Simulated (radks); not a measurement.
# Pt²⁺ in [Kr] 4d10 4f14 5s1.5 5p6 5d8 6p0.5: an all-electron calculation

Aim: the levels, the sizes of the orbitals and the parts of the energy of the platinum ion Pt2+.

Program: radks (a radial shooting solver on a logarithmic mesh, Libxc functionals) version 1. Level of theory: scalar-relativistic Kohn-Sham, TASK exchange with Perdew-Wang LDA correlation, spin-polarised, spherical densities, finite nucleus; open shells are filled with parallel spins first. These are calculated values, not measurements, unless marked.

## Step 1: Starting point

| Property | Result |
| --- | --- |
| element | platinum (Z = 78) |
| charge | +2 |
| electrons | 76 |
| configuration | [Kr] 4d10 4f14 5s1.5 5p6 5d8 6p0.5 |
| nuclear rms radius | 5.427 fm |

## Step 2: The run

Settings of this run:

```text
Z 78
configuration [Kr] 4d10 4f14 5s1.5 5p6 5d8 6p0.5 6s0 5f0 6d0 7p0
relativity scalar-relativistic
functional task,pw
spin polarised
nucleus finite rms 5.427 fm
c 137.035999084
```

On the command line:

```
> python run_ks.py task.json out
```

This one command runs every case of the session in turn.

Q: Predict the outcome of this run.

**Answer**, as computed:

```
                        quantity                   value
                    total energy     -18406.4583 hartree
exchange-correlation share of it                  1.91 %
                            −T/E                  1.1147
          highest occupied level       6p up, -14.252 eV
    most extended occupied level  6p up, <r> = 3.06 bohr
 radius at density 0.001 e/bohr³               3.80 bohr
    maxima of the radial density                       4
```

The radial density shows 4 maxima for 6 occupied principal shells; where shells overlap, one shows as a shoulder or not at all. −T/E is 1.115: with relativity the kinetic term as defined here no longer equals −E. This is not the tabulated ground configuration, so its levels and sizes aren't those of the ground state, and no measured value stands beside it.
